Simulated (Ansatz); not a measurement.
# C₃H₇BO₂: a ladder of functionals and wavefunction methods

Aim: compute C₃H₇BO₂ with functionals from several rungs and with coupled cluster. The yardstick is the atomisation energy at the CCSD(T) limit.

Method: functionals in def2-TZVPP, the program's frozen cores in correlated methods; program: Ansatz 0.2.0, Gaussian basis.

The runs, in order: PBE-D4, r2SCAN-D4, PBE0-D4, B3LYP-D4, ωB97X-V, ωB97M-V, B2PLYP; CCSD(T)/def2-TZVPP; MP2/def2-QZVPP; extrapolation to the limit.

**1. The relaxed structure**

The geometry comes from an earlier relaxation with PBE0-D4 in a triple-zeta def2 set; it is a stationary point, not always the lowest conformer.

SMILES `B/C=C(/O)OC`, 13 atoms, charge 0, spin multiplicity 1.

Atoms are counted from 1 here; the program's logs count them from 0.

Bond lengths: B1–C2 1.502 Å, B1–H7 1.198 Å, B1–H8 1.199 Å, C2–C3 1.356 Å, C2–H9 1.085 Å, C3–O4 1.338 Å, C3–O5 1.334 Å, O4–H10 0.963 Å, O5–C6 1.415 Å, C6–H11 1.088 Å, C6–H12 1.097 Å, C6–H13 1.093 Å. Angles: C2–B1–H7 121.2°, C2–B1–H8 120.0°, H7–B1–H8 118.8°, B1–C2–C3 123.8°, B1–C2–H9 122.8°, C3–C2–H9 113.5°, C2–C3–O4 120.8°, C2–C3–O5 122.4°, O4–C3–O5 116.9°, C3–O4–H10 111.2°, C3–O5–C6 119.3°, O5–C6–H11 105.8°, O5–C6–H12 112.2°, O5–C6–H13 111.5°, H11–C6–H12 107.7°, H11–C6–H13 109.4°, H12–C6–H13 110.0°.

Geometry (Å):

```xyz
13
C3H7BO2
B    -0.27641   -2.10522    1.16824
C     0.67802   -0.94730    1.10783
C     0.46133    0.17036    0.37060
O     1.40645    1.11166    0.26005
O    -0.69246    0.39783   -0.25885
C    -0.70258    1.21972   -1.41109
H    -1.29249   -2.10659    0.53389
H    -0.02209   -3.05560    1.85358
H     1.61976   -0.93378    1.64697
H     1.04643    1.92605   -0.10621
H    -1.67739    1.07372   -1.87113
H    -0.60795    2.28430   -1.16164
H     0.07988    0.93014   -2.11735
```

**2. PBE-D4 (GGA)**

in.yaml reads:

```yaml
crystal:
  periodic: [false, false, false]
  atoms:
    - {symbol: B, position_ang: [-0.276407, -2.105222, 1.168245]}
    - {symbol: C, position_ang: [0.678021, -0.947296, 1.107826]}
    - {symbol: C, position_ang: [0.461326, 0.170364, 0.370595]}
    - {symbol: O, position_ang: [1.406451, 1.111665, 0.260049]}
    - {symbol: O, position_ang: [-0.692464, 0.397831, -0.258846]}
    - {symbol: C, position_ang: [-0.702578, 1.219724, -1.411090]}
    - {symbol: H, position_ang: [-1.292485, -2.106589, 0.533894]}
    - {symbol: H, position_ang: [-0.022091, -3.055601, 1.853578]}
    - {symbol: H, position_ang: [1.619762, -0.933782, 1.646970]}
    - {symbol: H, position_ang: [1.046426, 1.926048, -0.106208]}
    - {symbol: H, position_ang: [-1.677389, 1.073718, -1.871126]}
    - {symbol: H, position_ang: [-0.607948, 2.284300, -1.161641]}
    - {symbol: H, position_ang: [0.079878, 0.930139, -2.117347]}
basis:
  gaussian: {orbitals: def2-TZVPP}
hamiltonian: {xc: pbe, dispersion: d4}
output: {forces: true, orbitals: {seedname: orbitals}}
```

Started as:

```console
$ ansatz run in.yaml --threads 4 --pin off --events-out ev --progress --plain --max-ram 10444MiB
```

Further steps of the session: r2SCAN-D4 (meta-GGA); PBE0-D4 (hybrid); B3LYP-D4 (hybrid); ωB97X-V (range-separated); ωB97M-V (range-separated); B2PLYP (double hybrid); CCSD(T) in def2-TZVPP; MP2 in def2-QZVPP.

Q: Predict the results of all the runs planned. Wanted: atomisation energy, CCSD(T)/CBS; farthest; mean size of error, hybrid; mean size of error, range-separated; gap, smallest and largest; T1 diagnostic; triples share of the correlation energy.

The runs gave:

```
                               quantity                                 value
        atomisation energy, CCSD(T)/CBS                             53.567 eV
    functionals within 0.268 eV (0.5 %)                       ωB97X-V, B2PLYP
                               farthest                    PBE-D4 (+1.843 eV)
             mean size of error, hybrid                              0.438 eV
    mean size of error, range-separated                              0.321 eV
              gap, smallest and largest  3.83 eV (PBE-D4), 10.15 eV (ωB97X-V)
                          T1 diagnostic                                0.0132
triples share of the correlation energy                                 4.0 %
```

In words: PBE-D4 misses by +1.843 eV. Double hybrids carry the basis error of their MP2 part in triple zeta, and no dispersion term here, so their miss is partly the set-up's. The reference freezes the cores and leaves out relativity and excitations past (T), so misses under about 0.268 eV can't be ranked. Hartree-Fock recovers 72 % of the binding; the rest is correlation. Orbital gaps span 3.8 to 10.1 eV; exact exchange widens them.
